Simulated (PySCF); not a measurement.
# C3H8BN: the cost of one run

The runs use PySCF 2.14.0; levels as typed in each script, gas phase, geometry from GFN2-xTB.

### 1 Starting geometry

SMILES `C[BH2-][N+]#CC`, 13 atoms, charge 0, spin multiplicity 1.

Bond lengths: C1–B2 1.637 Å, C1–H6 1.091 Å, C1–H7 1.087 Å, C1–H8 1.087 Å, B2–N3 1.469 Å, B2–H9 1.196 Å, B2–H10 1.191 Å, N3–C4 1.150 Å, C4–C5 1.432 Å, C5–H11 1.090 Å, C5–H12 1.091 Å, C5–H13 1.089 Å. Angles: B2–C1–H6 112.2°, B2–C1–H7 109.6°, B2–C1–H8 112.2°, H6–C1–H7 107.4°, H6–C1–H8 107.7°, H7–C1–H8 107.5°, C1–B2–N3 105.8°, C1–B2–H9 113.1°, C1–B2–H10 113.2°, N3–B2–H9 105.2°, N3–B2–H10 105.7°, H9–B2–H10 112.9°, B2–N3–C4 175.8°, N3–C4–C5 179.4°, C4–C5–H11 109.7°, C4–C5–H12 109.9°, C4–C5–H13 109.8°, H11–C5–H12 108.7° and more.

Coordinates:

```xyz
13
C3H8BN
C     2.1829   -0.7007    0.0000
B     1.4136    0.7447    0.0036
N    -0.0227    0.4348   -0.0018
C    -1.1257    0.1098   -0.0022
C    -2.5034   -0.2818    0.0000
H     1.9395   -1.2941   -0.8823
H     3.2579   -0.5423   -0.0004
H     1.9406   -1.2971    0.8755
H     1.6017    1.3786   -0.9936
H     1.6029    1.3753    0.9963
H    -2.5756   -1.3696    0.0080
H    -2.9990    0.1076    0.8906
H    -3.0001    0.1106   -0.8865
```

### 2 Excited states (PBE0/6-31+g*)

input.py

```python
import numpy as np
from pyscf import gto, scf, dft, tdscf
from pyscf.scf import atom_ks, atom_hf
from scipy.linalg import block_diag

def solve(mol, dm0=None, hcore=None):
    mf = (dft.UKS if mol.spin else dft.RKS)(mol, xc='pbe0')
    mf.grids.level = 3
    mf = mf.density_fit(auxbasis='def2-universal-jkfit')
    mf.conv_tol, mf.max_cycle = 1e-8, 80
    if hcore is not None:
        mf.get_hcore = lambda *args: hcore
    mf.kernel(dm0)
    if not mf.converged:
        mf = mf.newton().run(mf.mo_coeff, mf.mo_occ, max_cycle=30)
    assert mf.converged, 'SCF not converged'
    return mf

mol = gto.M(atom='''
C      2.18290    -0.70072     0.00000
B      1.41361     0.74470     0.00356
N     -0.02270     0.43483    -0.00176
C     -1.12569     0.10983    -0.00217
C     -2.50340    -0.28182     0.00001
H      1.93950    -1.29409    -0.88235
H      3.25787    -0.54232    -0.00043
H      1.94059    -1.29708     0.87552
H      1.60169     1.37864    -0.99360
H      1.60292     1.37525     0.99627
H     -2.57558    -1.36963     0.00799
H     -2.99897     0.10759     0.89062
H     -3.00007     0.11061    -0.88655
''', basis='6-31+g*', charge=0, spin=0, verbose=4)
mf = solve(mol)
td = mf.TDA()
td.nstates, td.singlet, td.conv_tol = 4, False, 1e-5
td.kernel()
td.analyze()
x, y = np.array([p[0] for p in td.xy]), np.array([p[1] + 0 * p[0] for p in td.xy])
f, mu = np.zeros(len(td.e)), np.zeros((len(td.e), 3))
nto = [td.get_nto(state=i + 1, verbose=4) for i in range(len(td.e))]
# spherically averaged free atoms, for the promolecule
atm = atom_ks.get_atm_nrks(mol, xc='pbe0')
pro = block_diag(*[(atm[a[0]][2] * atm[a[0]][3]) @ atm[a[0]][2].T for a in mol._atom])
np.savez('result.npz', e=td.e, f=f, ok=td.converged, w=[n[0] for n in nto], nto=[n[1] for n in nto], x=x, y=y, c=mf.mo_coeff, occ=mf.mo_occ, eps=mf.mo_energy, pro=pro, mu=mu)
```

Started as:

```console
$ OMP_NUM_THREADS=1 python input.py
```

Q: Estimate wall time and peak memory on 1 thread of Arm Neoverse V1, shared host.

About 2.5 min, with a peak of 0.6 GiB.
